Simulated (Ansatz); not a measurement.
**CH4GeN2: a ladder of functionals and wavefunction methods**

One table from this session's results is given with a row withheld; the runs are named, their logs left out.

The runs use Ansatz 0.2.0, Gaussian basis; functionals in def2-TZVPP, the program's frozen cores in correlated methods.

Levels to be run: LDA (SPW92), PBE-D4, revPBE-D4, BLYP-D4, r2SCAN-D4, B97M-V, PBE0-D4, B3LYP-D4, r2SCANh-D4, r2SCAN0-D4, HSE06-D4, BHLYP-D4, CAM-B3LYP-D4, LC-ωPBE, ωB97X-V, ωB97M-V, B2PLYP, PBE-QIDH; CCSD(T)/def2-SVP; CCSD(T)/def2-TZVPP; MP2/def2-QZVPP; extrapolation to the limit; RPA on PBE.

## The geometry

An earlier PBE0-D4 in a triple-zeta def2 set relaxation fixed the geometry.

8 atoms, charge 0, spin multiplicity 1.

Atoms are counted from 1 here; the program's logs count them from 0.

Bond lengths: N1–Ge2 1.814 Å, N1–H5 1.007 Å, N1–H6 1.007 Å, Ge2–H7 1.593 Å, C3–N4 1.147 Å, C3–H8 1.069 Å. Angles: Ge2–N1–H5 122.1°, Ge2–N1–H6 125.2°, H5–N1–H6 112.6°, N1–Ge2–H7 93.7°, N4–C3–H8 179.1°.

The first run:

The input, in.yaml:

```yaml
crystal:
  periodic: [false, false, false]
  atoms:
    - {symbol: N, position_ang: [-0.768822, 1.471969, -0.699803]}
    - {symbol: Ge, position_ang: [0.495852, 0.230497, -1.085135]}
    - {symbol: C, position_ang: [0.350784, -2.155401, 1.029402]}
    - {symbol: N, position_ang: [0.630369, -1.354034, 1.801546]}
    - {symbol: H, position_ang: [-1.724893, 1.372424, -0.999708]}
    - {symbol: H, position_ang: [-0.628737, 2.281826, -0.117903]}
    - {symbol: H, position_ang: [1.646501, 1.009518, -0.306653]}
    - {symbol: H, position_ang: [0.091144, -2.913999, 0.322354]}
basis:
  gaussian: {orbitals: def2-TZVPP}
hamiltonian: {xc: lda}
output: {orbitals: {seedname: orbitals}}
```

Run with:

```bash
$ ansatz run in.yaml --threads 2 --pin off --events-out ev --progress --plain --max-ram 4352MiB
```

Steps of the session up to this table: LDA; PBE-D4 (GGA); revPBE-D4 (GGA); BLYP-D4 (GGA); r2SCAN-D4 (meta-GGA); B97M-V (meta-GGA); PBE0-D4 (hybrid); B3LYP-D4 (hybrid); r2SCANh-D4 (hybrid); r2SCAN0-D4 (hybrid); HSE06-D4 (hybrid); BHLYP-D4 (hybrid); CAM-B3LYP-D4 (range-separated); LC-ωPBE (range-separated); ωB97X-V (range-separated); ωB97M-V (range-separated); B2PLYP (double hybrid); PBE-QIDH (double hybrid).

One table of the session follows, with a row left open; its other results are not shown here.

It belongs to the step «Orbital energies across the functionals». 

```
  functional  HOMO (eV)  LUMO (eV)  gap (eV)
 LDA (SPW92)      -5.54      -2.47      3.07
      PBE-D4          ?          ?         ?
   revPBE-D4      -5.37      -2.10      3.27
     BLYP-D4      -5.32      -2.08      3.23
   r2SCAN-D4      -5.67      -2.10      3.57
      B97M-V      -5.67      -2.00      3.67
     PBE0-D4      -6.48      -1.39      5.09
    B3LYP-D4      -6.32      -1.59      4.73
  r2SCANh-D4      -6.06      -1.79      4.27
  r2SCAN0-D4      -6.65      -1.33      5.32
    HSE06-D4      -6.08      -1.76      4.32
    BHLYP-D4      -7.45      -0.47      6.98
CAM-B3LYP-D4      -7.78      -0.32      7.46
     LC-ωPBE      -9.06       0.79      9.85
     ωB97X-V      -8.74       0.72      9.46
     ωB97M-V      -8.61       0.61      9.23
```

Estimate the missing values for PBE-D4.

**Answer.** HOMO (eV): -5.42; LUMO (eV): -2.21; gap (eV): 3.21. In the column «HOMO (eV)» it lies between LDA (SPW92) (-5.54) and revPBE-D4 (-5.37).
